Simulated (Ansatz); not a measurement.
# CH3AlOTe, SMILES [TeH][Al]1[CH2][O]1: a rigid scan of one bond length

Program: Ansatz 0.2.0 through its Python package.

The cells in order, each with its output:

```python
import ansatz
import numpy as np
```

```python
system = (
    ansatz.Crystal.molecule()
    .atom("Te", (-2.809, 0.1647, -0.2207))
    .atom("Al", (-0.339, -0.4517, -0.3357))
    .atom("C", (1.2307, -0.2254, 0.6968))
    .atom("O", (1.5181, -0.0113, -0.6713))
    .atom("H", (-2.7548, 0.8576, -1.8545))
    .atom("H", (1.7941, -1.1211, 1.0569))
    .atom("H", (1.4212, 0.7191, 1.2827))
)

symbols = [site.symbol for site in system.cartesian_sites]
start = np.array([site.position_ang for site in system.cartesian_sites])
axis = (start[4] - start[0]) / np.linalg.norm(start[4] - start[0])
moving = [4]
lengths, energies = [1.562, 1.633, 1.704, 1.775, 1.847, 1.918, 1.989, 2.095], []
for length in lengths:
    xyz = start.copy()
    xyz[moving] += (length - np.linalg.norm(start[4] - start[0])) * axis
    point = ansatz.Crystal.molecule()
    for symbol, place in zip(symbols, xyz):
        point = point.atom(symbol, place.tolist())
    model = point.calculation()
    model = model.basis(gaussian="def2-SVP").functional("CAM-B3LYP")
    r = model.run(threads=1).report
    energies.append(r["free_energy_ev"])
    print(f"r = {length:6.3f} A  E = {energies[-1]:.5f} eV  <S^2> = {abs(r['mean_field']['state']['spin_squared']):.3f}")
```

    r =  1.562 A  E = -17015.84578 eV  <S^2> = 0.000
    r =  1.633 A  E = -17015.94131 eV  <S^2> = 0.000
    r =  1.704 A  E = -17015.93820 eV  <S^2> = 0.000
    r =  1.775 A  E = -17015.86253 eV  <S^2> = 0.000
    r =  1.847 A  E = -17015.73218 eV  <S^2> = 0.000
    r =  1.918 A  E = -17015.56622 eV  <S^2> = 0.000
    r =  1.989 A  E = -17015.37482 eV  <S^2> = 0.000
    r =  2.095 A  E = -17015.06035 eV  <S^2> = 0.000

```python
fit = np.polynomial.Polynomial.fit(lengths, np.array(energies) - min(energies), 4).convert()
roots = [r.real for r in fit.deriv().roots() if abs(r.imag) < 1e-9 and fit.deriv(2)(r.real) > 0]
r_e = min(roots, key=lambda r: abs(r - lengths[int(np.argmin(energies))]))
print(f"minimum of the fit at {r_e:.4f} A, force constant {fit.deriv(2)(r_e):.2f} eV/A^2")
```

    minimum of the fit at 1.6656 A, force constant 16.96 eV/A^2

What to keep in mind:
- Total energies depend on the basis set; only differences at equal settings carry meaning.
- The rest of the molecule is held rigid at a force-field or estimated start geometry, and the basis set is modest; single-reference methods fail as a bond breaks.
- def2 sets replace the cores of elements past krypton by effective core potentials.
- The orbitals are restricted, so S² is zero by construction.
- Finished in 33 s on 1 thread of Arm Neoverse V1, with other jobs on the host, peak memory 0.26 GiB.
